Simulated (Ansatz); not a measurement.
# ZnB2S2: the cost of one run

Method: DFT PBE, scalar-relativistic, plane waves, PAW, in Ansatz 0.2.0.

### 1 Starting point

It takes space group P6mm (No. 183, hexagonal). Conventional cell: a = 3.144 Å, b = 3.144 Å, c = 18.000 Å, α = 90.00°, β = 90.00°, γ = 120.00°. Zn (site symmetry 6mm) has 6 B at 2.39 Å and 6 S at 2.56 Å as nearest neighbours. B (site symmetry 3m) has 3 B at 1.82 Å and 3 Zn at 2.39 Å as nearest neighbours. S (site symmetry 3m) has 3 S at 1.82 Å and 3 Zn at 2.56 Å as nearest neighbours.

Coordinates:

```
CELL_PARAMETERS angstrom
3.14423 0.00000 0.00000
-1.57211 2.72298 0.00000
0.00000 0.00000 18.00000
ATOMIC_POSITIONS crystal
Zn 0.00000 0.00000 0.49300
B 0.33333 0.66667 0.40688
B 0.66667 0.33333 0.40688
S 0.33333 0.66667 0.59312
S 0.66667 0.33333 0.59312
```

Recipe of the guess: Janus sheet modelled on a layer of TiB4, with Zn on the Ti sites. Lengths come from tabulated atomic sizes and are only a guess.

Only a and b are periodic; c spans vacuum, so the box's volume, pressure and space group aren't properties of the sheet.

### 2 The guess as it stands, on a coarse mesh

input.yaml

```yaml
crystal:
  lattice:
    - [3.144229, 0.0, 0.0]
    - [-1.5721145, 2.72298219, 0.0]
    - [0.0, 0.0, 18.0]
  atoms:
    - { symbol: Zn, position: [0.0, 0.0, 0.493] }
    - { symbol: B, position: [0.33333333, 0.66666667, 0.40687978] }
    - { symbol: B, position: [0.66666667, 0.33333333, 0.40687978] }
    - { symbol: S, position: [0.33333333, 0.66666667, 0.59312022] }
    - { symbol: S, position: [0.66666667, 0.33333333, 0.59312022] }
  periodic: [true, true, false]
basis:
  ecutwfc: 420
kpoints:
  mp_grid: { grid: [6, 6, 1] }
hamiltonian:
  xc: pbe
scf:
  occupations: { method: gaussian, width: 0.1 }
  lower_state_search: "off"
output:
  forces: true
  stress: true
  eigenvalues: true
```

Launch:

```bash
$ ansatz run input.yaml --threads 1 --pin off --max-ram 2048MiB --backend cpu --events-out ev --progress --plain --runs-dir out
```

Q: Estimate wall time and peak memory on 1 thread of Arm Neoverse V1, shared host.

About 6.1 s, with a peak of 0.4 GiB.
